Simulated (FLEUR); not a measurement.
# GaGe (F-43m) in FLEUR: further runs

The runs below take GaGe through band structure, equation of state, with LDA.

Program: FLEUR MaX-R8.1 (later development tree). These are calculated values, not measurements. Logs are shortened: lines on timing, memory, paths and dates and some standing lists are left out, and cuts for length are marked.

## Step 1: The crystal as given

The structure is cubic, space group F-43m (No. 216). Conventional cell: a = 5.796 Å, b = 5.796 Å, c = 5.796 Å, α = 90.00°, β = 90.00°, γ = 90.00°. Ge (site symmetry -43m) is surrounded by 4 Ga at 2.51 Å. Ga (site symmetry -43m) is surrounded by 4 Ge at 2.51 Å.

The cell comes from a database or a generator and needn't be the stable form of this composition.

## Step 2: Band structure, LDA

The input, inp.xml:

```xml
<?xml version="1.0" encoding="UTF-8" standalone="no"?>
<fleurInput fleurInputVersion="0.39">
   <comment>
      GaGe                                                                                                
   </comment>
   <calculationSetup>
      <cutoffs Kmax="4.45" Gmax="13.8" GmaxXC="13.8" numbands="0"/>
      <scfLoop itmax="60" minDistance="0.00001" maxIterBroyd="15" imix="Anderson" alpha="0.05" precondParam="0.0" spinf="2.0" sdNocoIR="T"/>
      <coreElectrons ctail="T" frcor="F" kcrel="0" coretail_lmax="0"/>
      <xcFunctional name="vwn" relativisticCorrections="F"/>
      <magnetism jspins="1"/>
      <soc l_soc="F" theta="0.0" phi="0.0" spav="F"/>
      <expertModes spex="0" secvar="F"/>
      <geometryOptimization l_f="F" forcealpha="1.0" forcemix="BFGS" epsdisp="0.00001" epsforce="0.00001"/>
      <ldaU l_linMix="F" mixParam="0.05" spinf="1.0"/>
   </calculationSetup>
   <cell>
      <bzIntegration valenceElectrons="43.0" mode="hist" fermiSmearingEnergy="0.00183747">
         <kPointListSelection listName="default-1"/>
         <!-- k-points included here -->
         <xi:include xmlns:xi="http://www.w3.org/2001/XInclude" href="kpts.xml"> </xi:include>
      </bzIntegration>
      <!-- symmetry operations included here -->
      <xi:include xmlns:xi="http://www.w3.org/2001/XInclude" href="sym.xml"> </xi:include>
      <bulkLattice scale="1.0">
         <bravaisMatrix>
[... 35 lines left out ...]
         <lo type="SCLO" l="1" n="3" eDeriv="0"/>
         <lo type="SCLO" l="1" n="3" eDeriv="1"/>
         <lo type="HELO" l="2" n="4" eDeriv="0"/>
         <lo type="HELO" l="2" n="4" eDeriv="1"/>
         <lo type="SCLO" l="3" n="4" eDeriv="2"/>
      </species>
   </atomSpecies>
   <atomGroups>
      <atomGroup species="Germanium (Ge)">
         <relPos label="                   1">.0000000000 .0000000000 .0000000000</relPos>
         <force calculate="T" relaxXYZ="TTT"/>
      </atomGroup>
      <atomGroup species="Gallium (Ga)">
         <relPos label="                   2">1.000/4.000 1.000/4.000 1.000/4.000</relPos>
         <force calculate="T" relaxXYZ="TTT"/>
      </atomGroup>
   </atomGroups>
   <output dos="F" band="F" slice="F">
      <checks vchk="F" cdinf="F"/>
      <bandDOS minEnergy="-.5*Htr" maxEnergy="0.5*Htr" sigma="0.015" storeEVData="T"/>
      <vacuumDOS vacdos="F" integ="F" star="F" nstars="0" locx1="0.0" locy1="0.0" locx2="0.0" locy2="0.0" nstm="0" tworkf="0.0"/>
      <unfoldingBand unfoldBand="F" supercellX="1" supercellY="1" supercellZ="1"/>
      <plotting iplot="0" polar="F">
         <plot TwoD="T" vec1="  1.0  0.0  0.0" vec2="  0.0  1.0  0.0" vec3="  0.0  0.0  1.0" zero="  0.0  0.0  0.0" file="plot"/>
      </plotting>
      <chargeDensitySlicing numkpt="0" minEigenval="0.0" maxEigenval="0.0" nnne="0" pallst="F"/>
      <specialOutput eonly="F"/>
      <moessbauerParams electricFieldGradient="T" isomerShift="T" coreHyperfine="T" valenceHyperfine="T"/>
      <magneticCircularDichroism mcd="F" energyLo="-10.0" energyUp="0.0"/>
   </output>
  <!-- We include the file relax.xml here to enable relaxations (see documentation) -->
  <xi:include xmlns:xi="http://www.w3.org/2001/XInclude" href="relax.xml"> <xi:fallback/> </xi:include>
</fleurInput>
```

The input, crystal.txt:

```
GaGe
&input cartesian=F /
0.0000000000  2.8978440000  2.8978440000
2.8978440000  0.0000000000  2.8978440000
2.8978440000  2.8978440000  0.0000000000
1.8897261246
1.0 1.0 1.0

2
32 0.0000000000  0.0000000000  0.0000000000
31 0.2500000000  0.2500000000  0.2500000000

&kpt div1=8 div2=8 div3=8 gamma=T /
```

The input, inp.xml (bands):

```
<?xml version="1.0" encoding="UTF-8" standalone="no"?>
<fleurInput fleurInputVersion="0.39">
   <comment>
      GaGe                                                                                                
   </comment>
   <calculationSetup>
      <cutoffs Kmax="4.45" Gmax="13.8" GmaxXC="13.8" numbands="0"/>
      <scfLoop itmax="60" minDistance="0.00001" maxIterBroyd="15" imix="Anderson" alpha="0.05" precondParam="0.0" spinf="2.0" sdNocoIR="T"/>
      <coreElectrons ctail="T" frcor="F" kcrel="0" coretail_lmax="0"/>
      <xcFunctional name="vwn" relativisticCorrections="F"/>
      <magnetism jspins="1"/>
      <soc l_soc="F" theta="0.0" phi="0.0" spav="F"/>
      <expertModes spex="0" secvar="F"/>
      <geometryOptimization l_f="F" forcealpha="1.0" forcemix="BFGS" epsdisp="0.00001" epsforce="0.00001"/>
      <ldaU l_linMix="F" mixParam="0.05" spinf="1.0"/>
   </calculationSetup>
   <cell>
      <bzIntegration valenceElectrons="43.0" mode="hist" fermiSmearingEnergy="0.00183747">
         <kPointListSelection listName="path-1"/>
         <!-- k-points included here -->
         <xi:include xmlns:xi="http://www.w3.org/2001/XInclude" href="kpts.xml"> </xi:include>
      </bzIntegration>
      <!-- symmetry operations included here -->
      <xi:include xmlns:xi="http://www.w3.org/2001/XInclude" href="sym.xml"> </xi:include>
      <bulkLattice scale="1.0">
         <bravaisMatrix>
[... 34 lines left out ...]
         <lo type="SCLO" l="0" n="3" eDeriv="0"/>
         <lo type="SCLO" l="1" n="3" eDeriv="0"/>
         <lo type="SCLO" l="1" n="3" eDeriv="1"/>
         <lo type="HELO" l="2" n="4" eDeriv="0"/>
         <lo type="HELO" l="2" n="4" eDeriv="1"/>
         <lo type="SCLO" l="3" n="4" eDeriv="2"/>
      </species>
   </atomSpecies>
   <atomGroups>
      <atomGroup species="Germanium (Ge)">
         <relPos label="                   1">.0000000000 .0000000000 .0000000000</relPos>
         <force calculate="T" relaxXYZ="TTT"/>
      </atomGroup>
      <atomGroup species="Gallium (Ga)">
         <relPos label="                   2">1.000/4.000 1.000/4.000 1.000/4.000</relPos>
         <force calculate="T" relaxXYZ="TTT"/>
      </atomGroup>
   </atomGroups>
   <output dos="F" band="T" slice="F">
      <checks vchk="F" cdinf="F"/>
      <bandDOS minEnergy="-.5*Htr" maxEnergy="0.5*Htr" sigma="0.015" storeEVData="T"/>
      <vacuumDOS vacdos="F" integ="F" star="F" nstars="0" locx1="0.0" locy1="0.0" locx2="0.0" locy2="0.0" nstm="0" tworkf="0.0"/>
      <unfoldingBand unfoldBand="F" supercellX="1" supercellY="1" supercellZ="1"/>
      <plotting iplot="0" polar="F">
         <plot TwoD="T" vec1="  1.0  0.0  0.0" vec2="  0.0  1.0  0.0" vec3="  0.0  0.0  1.0" zero="  0.0  0.0  0.0" file="plot"/>
      </plotting>
      <chargeDensitySlicing numkpt="0" minEigenval="0.0" maxEigenval="0.0" nnne="0" pallst="F"/>
      <specialOutput eonly="F"/>
      <moessbauerParams electricFieldGradient="T" isomerShift="T" coreHyperfine="T" valenceHyperfine="T"/>
      <magneticCircularDichroism mcd="F" energyLo="-10.0" energyUp="0.0"/>
   </output>
  <!-- We include the file relax.xml here to enable relaxations (see documentation) -->
  <xi:include xmlns:xi="http://www.w3.org/2001/XInclude" href="relax.xml"> <xi:fallback/> </xi:include>
</fleurInput>
```

Potentials or basis: all-electron, FLAPW.

The run is started by

```
$ inpgen -f crystal.txt -profile fastHighL
$ # inp.xml edited to the form shown
$ fleur_MPI
$ fleur_MPI   # second run, on inp.xml (bands)
```

Log:

```text
Welcome to FLEUR        (www.flapw.de)
      MaX-Release 8.1          (www.max-centre.eu)

 ========== k-point set info ==========
 Selected k-point list: default-1
 k-point list type: mesh
 8 x 8 x 8
 Number of k points: 29

 ------------Calculation Setup---------------------------
 Number of MPI-tasks      :            1
 Number of PE/node        :            1
 Number of OMP-threads    :            1
 Most efficient MPI parallelization for:
           1          29
 Additional eigenvalue parallelization possible
 Number of basis functions:          615
 Approximate size of matrices (H+S) per k-point:         0.011 GB
 --------------------------------------------------------
 Iteration:     1   Distance:       5.37472732 me/bohr^3
 Iteration:     2   Distance:       4.90982998 me/bohr^3
 Iteration:     3   Distance:       2.63776267 me/bohr^3
 Iteration:     4   Distance:       0.61127890 me/bohr^3
 Iteration:     5   Distance:       0.54895194 me/bohr^3
 Iteration:     6   Distance:       0.12523822 me/bohr^3
 Iteration:     7   Distance:       0.03863831 me/bohr^3
 Iteration:     8   Distance:       0.02437555 me/bohr^3
 Iteration:     9   Distance:       0.00439036 me/bohr^3
 Iteration:    10   Distance:       0.00388199 me/bohr^3
 Iteration:    11   Distance:       0.00062511 me/bohr^3
 Iteration:    12   Distance:       0.00013678 me/bohr^3
 Iteration:    13   Distance:       0.00012153 me/bohr^3
 Iteration:    14   Distance:       0.00000202 me/bohr^3

 ********************************************************************
 Run finished successfully
 Stop message:
   all done
 ********************************************************************
```

output (bands):

```text
Welcome to FLEUR        (www.flapw.de)
      MaX-Release 8.1          (www.max-centre.eu)

 ========== k-point set info ==========
 Selected k-point list: path-1
 k-point list type: path
 Number of k points: 60

 ------------Calculation Setup---------------------------
 Number of MPI-tasks      :            1
 Number of PE/node        :            1
 Number of OMP-threads    :            1
 Most efficient MPI parallelization for:
           1           2           3           4           5           6          10          12          15          20          30          60
 Additional eigenvalue parallelization possible
 Number of basis functions:          615
 Approximate size of matrices (H+S) per k-point:         0.011 GB
 --------------------------------------------------------
 Fermi energy correction for metals:
 Fermi energy in bands.* files may not be consistent with last density.
 Please correct it manually (e.g. in band.gnu file).

 Note: Band structure data (together with different weights) is also stored in the banddos.hdf file.
       A convenient way of extracting and plotting the data from that file is by making use of the

 ********************************************************************
 Run finished successfully
 Stop message:
   Charge density postprocessing done.
 ********************************************************************
```

out.xml (last iteration):

```text
<iteration numberForCurrentRun="   14" overallNumber="   14">
         <energyParameters units="Htr">
            <atomicEP atomType="1" spin="1" branch="4s" branchLowest="-5.82" branchHighest="0.85" value="-0.1935065760"/>
            <atomicEP atomType="1" spin="1" branch="4p" branchLowest="-3.89" branchHighest="1.54" value="0.0299818325"/>
            <atomicEP atomType="1" spin="1" branch="3d" branchLowest="-9.99" branchHighest="-0.71" value="-0.7334551775"/>
            <atomicEP atomType="1" spin="1" branch="4f" branchLowest="-9.99" branchHighest="3.45" value="0.3948334364"/>
            <loAtomicEP atomType="1" spin="1" branch="3s" branchLowest="-49.97" branchHighest="-5.82" value="-5.8169201387"/>
            <loAtomicEP atomType="1" spin="1" branch="3p" branchLowest="-43.66" branchHighest="-3.89" value="-3.8949187382"/>
            <loAtomicEP atomType="1" spin="1" branch="3p" branchLowest="-43.66" branchHighest="-3.89" value="-3.8949187382"/>
            <heloAtomicEP atomType="1" spin="1" branch="4d" branchLowest="1.99" branchHighest="1.99" value="1.9867879345"/>
            <heloAtomicEP atomType="1" spin="1" branch="4d" branchLowest="1.99" branchHighest="1.99" value="1.9867879345"/>
            <loAtomicEP atomType="1" spin="1" branch="4f" branchLowest="-9.99" branchHighest="3.45" value="0.3948362609"/>
            <atomicEP atomType="2" spin="1" branch="4s" branchLowest="-5.09" branchHighest="1.12" value="-0.1128144907"/>
            <atomicEP atomType="2" spin="1" branch="4p" branchLowest="-3.29" branchHighest="1.78" value="0.0772109310"/>
            <atomicEP atomType="2" spin="1" branch="3d" branchLowest="-9.99" branchHighest="-0.34" value="-0.3806685599"/>
            <atomicEP atomType="2" spin="1" branch="4f" branchLowest="-9.99" branchHighest="3.56" value="0.4256147967"/>
            <loAtomicEP atomType="2" spin="1" branch="3s" branchLowest="-45.97" branchHighest="-5.09" value="-5.0886156581"/>
            <loAtomicEP atomType="2" spin="1" branch="3p" branchLowest="-40.01" branchHighest="-3.29" value="-3.2975816914"/>
            <loAtomicEP atomType="2" spin="1" branch="3p" branchLowest="-40.01" branchHighest="-3.29" value="-3.2975816914"/>
            <heloAtomicEP atomType="2" spin="1" branch="4d" branchLowest="2.16" branchHighest="2.16" value="2.1644964723"/>
            <heloAtomicEP atomType="2" spin="1" branch="4d" branchLowest="2.16" branchHighest="2.16" value="2.1644964723"/>
            <loAtomicEP atomType="2" spin="1" branch="4f" branchLowest="-9.99" branchHighest="3.56" value="0.4256175092"/>
         </energyParameters>
         <eigenvalues>
            <eigenvaluesAt spin="1" ikpt="1" k_x="0.00000000" k_y="0.00000000" k_z="0.00000000">
                      -5.8169189950       -5.0886133069       -3.8928129006       -3.8928129006       -3.8928129006
                      -3.2958828865       -3.2958828865       -3.2958828865       -0.7419206222       -0.7419206222
                      -0.7419206222       -0.7412008402       -0.7412008402       -0.3877996725       -0.3877996725
                      -0.3877996725       -0.3855913018       -0.3855913018       -0.2468424286        0.2035783140
                       0.2035783140        0.2035783140        0.2102776261        0.3013201914        0.3013201914
                       0.3013201914        0.4198570465        0.5381421671        0.5381421671        0.5716616377
                       0.5716616377        0.5716616377        0.6684365555
            </eigenvaluesAt>
            <eigenvaluesAt spin="1" ikpt="2" k_x="0.00000000" k_y="0.00000000" k_z="0.12500000">
[... 46 lines left out ...]
            <state n="2" l="0" j="0.5" energy="-45.9653784505" weight="1.0000000000"/>
            <state n="2" l="1" j="0.5" energy="-40.7009649273" weight="1.0000000000"/>
            <state n="2" l="1" j="1.5" energy="-39.6868184133" weight="2.0000000000"/>
         </coreStates>
         <allElectronCharges>
            <spinDependentCharge spin="1" total="63.0000000" interstitial="3.6818125" mtSpheres="59.3181875"/>
            <totalCharge value="63.0000000004"/>
         </allElectronCharges>
         <moessbauerParams unitsHFF="kG" unitsIS="e/bohr^3" unitsEFG="Htr/bohr^2">
            <coreIsomerShift atomType="1" isTotal="31298.68109">
               <shell n="1" l="0" isomerShift="28416.58940"/>
               <shell n="2" l="0" isomerShift="2856.95705"/>
               <shell n="2" l="1" isomerShift="25.13464"/>
            </coreIsomerShift>
            <coreIsomerShift atomType="2" isTotal="27861.00026">
               <shell n="1" l="0" isomerShift="25320.59381"/>
               <shell n="2" l="0" isomerShift="2519.77232"/>
               <shell n="2" l="1" isomerShift="20.63412"/>
            </coreIsomerShift>
            <isomerShift atomType="1" nucleusRadius="0.0000986" averageDensity="31769.42525"/>
            <isomerShift atomType="2" nucleusRadius="0.0000972" averageDensity="28263.35679"/>
            <electricFieldGradient atomType="1" VXX="0.00000" VYY="0.00000" VZZ="0.00000" asymParam="0.00000">
            </electricFieldGradient>
            <electricFieldGradient atomType="2" VXX="0.00000" VYY="0.00000" VZZ="0.00000" asymParam="0.00000">
            </electricFieldGradient>
         </moessbauerParams>
         <totalEnergy                                    value="    -4037.5101552763" units="Htr">
            <sumOfEigenvalues                            value="    -2323.2730839423">
               <coreElectrons value="-2246.9399926859"/>
               <valenceElectrons value="-76.3330912565"/>
            </sumOfEigenvalues>
            <densityCoulombPotentialIntegral value="-6242.8440261332"/>
            <densityEffectivePotentialIntegral value="-6440.9833681748"/>
            <chargeDenXCDenIntegral value="-149.6072073876"/>
            <FockExchangeEnergyValence value="0.0000000000"/>
            <FockExchangeEnergyCore value="0.0000000000"/>
            <atomTypeDependentContributions atomType="1">
               <electronNucleiInteractionDifferentMTs value="2520.7020784416"/>
               <MadelungTerm value="-15.2369197333"/>
            </atomTypeDependentContributions>
            <atomTypeDependentContributions atomType="2">
               <electronNucleiInteractionDifferentMTs value="2334.9138352489"/>
               <MadelungTerm value="-13.3383856308"/>
            </atomTypeDependentContributions>
            <tkbTimesEntropy value="0.0003136040"/>
            <freeEnergy value="-4037.5104688804"/>
            <extrapolationTo0K value="-4037.5103120784"/>
         </totalEnergy>
         <densityConvergence units="me/bohr^3">
            <chargeDensity spin="1" distance="0.0000020172"/>
         </densityConvergence>
      </iteration>
```

It took 90 s on 1 thread of Arm Neoverse V2, shared host; peak memory 0.07 GiB.

What came out:

```yaml
Free_energy: -109866.2568 eV
Band_gap_along_the_path: none (metal or under the smearing width)
Valence_electrons_inside_the_program's_atomic_spheres: Ge 20.04; Ga 19.28 (radii Ge 2.2, Ga 2.2 bohr)
```

Levels at the corners of the path, in eV from the Fermi level:
```tsv
point	band 20	band 21	band 22	band 23	band 24	band 25
Γ	1.68	1.68	1.68	1.87	4.34	4.34
X	-5.86	-1.25	-1.25	2.28	2.39	10.91
W	-5.71	-2.15	-2.04	5.71	5.78	6.08
K	-5.64	-2.52	-0.81	2.74	5.54	8.64
Γ	1.68	1.68	1.68	1.87	4.34	4.34
L	-5.40	0.38	0.38	1.95	5.34	5.34
U	-5.64	-2.52	-0.81	2.74	5.54	8.64
W	-5.71	-2.15	-2.04	5.71	5.78	6.08
L	-5.40	0.38	0.38	1.95	5.34	5.34
K	-5.64	-2.52	-0.81	2.74	5.54	8.64
U	-5.64	-2.52	-0.81	2.74	5.54	8.64
X	-5.86	-1.25	-1.25	2.28	2.39	10.91
```

Core levels (eV from the Fermi level):
```csv
atom,levels
1 Ge,"1s1/2 -10932.6, 2s1/2 -1363.5, 2p1/2 -1213.6, 2p3/2 -1181.7"
2 Ga,"1s1/2 -10203.0, 2s1/2 -1254.6, 2p1/2 -1111.4, 2p3/2 -1083.8"
```

## Step 3: Equation of state, LDA, 22.87 Å³/atom (volume scaled by 0.94)

Changes to inp.xml since step 2:

```diff
@@ -6,3 +6,3 @@
    <calculationSetup>
-      <cutoffs Kmax="4.45" Gmax="13.8" GmaxXC="13.8" numbands="0"/>
+      <cutoffs Kmax="4.6" Gmax="14.3" GmaxXC="14.3" numbands="0"/>
       <scfLoop itmax="60" minDistance="0.00001" maxIterBroyd="15" imix="Anderson" alpha="0.05" precondParam="0.0" spinf="2.0" sdNocoIR="T"/>
@@ -24,3 +24,3 @@
       <xi:include xmlns:xi="http://www.w3.org/2001/XInclude" href="sym.xml"> </xi:include>
-      <bulkLattice scale="1.0">
+      <bulkLattice scale="0.9795861087">
          <bravaisMatrix>
@@ -34,3 +34,3 @@
       <species name="Germanium (Ge)" element="Ge" atomicNumber="32">
-         <mtSphere radius="2.2" gridPoints="727" logIncrement="0.017"/>
+         <mtSphere radius="2.13" gridPoints="727" logIncrement="0.017"/>
          <atomicCutoffs lmax="9" lnonsphr="9"/>
@@ -51,3 +51,3 @@
       <species name="Gallium (Ga)" element="Ga" atomicNumber="31">
-         <mtSphere radius="2.2" gridPoints="727" logIncrement="0.017"/>
+         <mtSphere radius="2.13" gridPoints="727" logIncrement="0.017"/>
          <atomicCutoffs lmax="9" lnonsphr="9"/>
```

Potentials or basis: all-electron, FLAPW.

The run is started by

```
$ inpgen -f crystal.txt -profile fastHighL
$ # inp.xml edited to the form shown
$ fleur_MPI
```

It took 86 s on 1 thread of Arm Neoverse V2, shared host; peak memory 0.08 GiB.

Results (log left out):

* Free energy: -109866.3052 eV
* Band gap on the k mesh: none (metal or under the smearing width)
* Valence electrons inside the program's atomic spheres: Ge 19.90; Ga 19.16 (radii Ge 2.13, Ga 2.13 bohr)

## Step 4: Equation of state, LDA, 23.36 Å³/atom (volume scaled by 0.96)

Changes to inp.xml since step 3:

```diff
@@ -24,3 +24,3 @@
       <xi:include xmlns:xi="http://www.w3.org/2001/XInclude" href="sym.xml"> </xi:include>
-      <bulkLattice scale="0.9795861087">
+      <bulkLattice scale="0.9864848297">
          <bravaisMatrix>
```

The run is started by

```
$ inpgen -f crystal.txt -profile fastHighL
$ # inp.xml edited to the form shown
$ fleur_MPI
```

It took 89 s on 1 thread of Arm Neoverse V2, shared host; peak memory 0.08 GiB.

The run converged. Its results:

| Property | Result |
| --- | --- |
| Free energy | -109866.2947 eV |
| Band gap on the k mesh | none (metal or under the smearing width) |
| Valence electrons inside the program's atomic spheres | Ge 19.89; Ga 19.15 (radii Ge 2.13, Ga 2.13 bohr) |

## Step 5: Equation of state, LDA, 24.33 Å³/atom

Changes to inp.xml since step 4:

```diff
@@ -24,3 +24,3 @@
       <xi:include xmlns:xi="http://www.w3.org/2001/XInclude" href="sym.xml"> </xi:include>
-      <bulkLattice scale="0.9864848297">
+      <bulkLattice scale="1.0000000000">
          <bravaisMatrix>
```

The run is started by

```
$ inpgen -f crystal.txt -profile fastHighL
$ # inp.xml edited to the form shown
$ fleur_MPI
```

Run time: 100 s. Hardware: 1 thread of Arm Neoverse V2, shared host; peak memory 0.08 GiB.

The run converged. Its results:

```yaml
Free_energy: -109866.2550 eV
Band_gap_on_the_k_mesh: none (metal or under the smearing width)
Valence_electrons_inside_the_program's_atomic_spheres: Ge 19.86; Ga 19.12 (radii Ge 2.13, Ga 2.13 bohr)
```

[end of part 1 of 2]
